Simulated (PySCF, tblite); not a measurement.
**CH₆NO₂Si radical, a small gas-phase stand-in for a defect centre (Si site with back bonds O, N, OC): EPR parameters**

Aim: the EPR parameters of `CO[Si](N)O`. It is drawn as: dangling bond.

Programs: tblite 0.8.0 and PySCF 2.14.0. All values are calculated, for the isolated system unless a continuum is named. Atoms count from 0, parts from 1.

## Step 1: The system as given

11 atoms, charge 0, multiplicity 2; geometry: distance geometry start.

## Step 2: Geometry optimisation with GFN2-xTB

The job: settings as JSON, then the geometry in Å.

```
{"job": {"kind": "relax", "xc": "GFN2-xTB", "basis": "xTB"}, "charge": 0, "multiplicity": 2}
Si    -0.722400    -0.728434    -1.306178
O     -0.315621    -2.461062    -1.460671
N     -2.376373    -0.384979    -0.606906
O      0.581473     0.353367    -0.841580
C      1.646349    -0.023431    -0.027901
H      0.386819    -2.833482    -1.993993
H     -2.582017     0.603366    -0.457652
H     -3.140202    -0.964959    -0.925970
H      1.366643    -0.754960     0.647624
H      2.446709    -0.334695    -0.628705
H      1.942932     0.828692     0.497967
```

Method: GFN2-xTB geometry optimisation, gas phase.

Run with:

```bash
> OMP_NUM_THREADS=1 python cluster_run.py task.json out
```

One launch serves the whole session: the jobs run in the order shown.

**Question.** The jobs that follow are: PBE0-D3(BJ)/def2-SVP geometry optimisation, gas phase; UKS B3LYP, IGLO-III on C N O Si, pcH-1 on H, non-relativistic, mean-field spin-orbit, GIAO; UKS BHandHLYP, IGLO-III on C N O Si, pcH-1 on H, non-relativistic, mean-field spin-orbit, GIAO. Predict: point group; rotational constants (main isotopes); g(iso) (B3LYP); ⟨S²⟩; largest a(iso).

As calculated:

| quantity | value |
| --- | --- |
| point group | C1 |
| rotational constants (main isotopes) | 6.24, 3.08, 2.24 GHz |
| g(iso) (B3LYP) | 2.00155 |
| ⟨S²⟩ | 0.752 (exact 0.75) |
| largest a(iso) | 29Si on Si0, -885.8 MHz |

The start of the PBE0/def2-SVP relaxation was shaken at random by about 0.01 Å, so part of the energy gained, and of the first lengths quoted, undoes that. Over 16 steps the energy fell by 0.229 eV; of the close pairs, Si0–O1 changed most, 1.607 to 1.665 Å (PBE0/def2-SVP). Si0 carries the largest spin population, 0.83 e. The isotropic g lies 0.8 ppt below the free-electron value. The coupling of 29Si on Si0 runs from -923.7 (BHandHLYP/IGLO-III+pcH-1) to -885.8 MHz (B3LYP/IGLO-III+pcH-1). A capped cluster stands for the solid here, so long-range fields and strain are missing, and bands or shifts of the capping hydrogens have no counterpart in it.
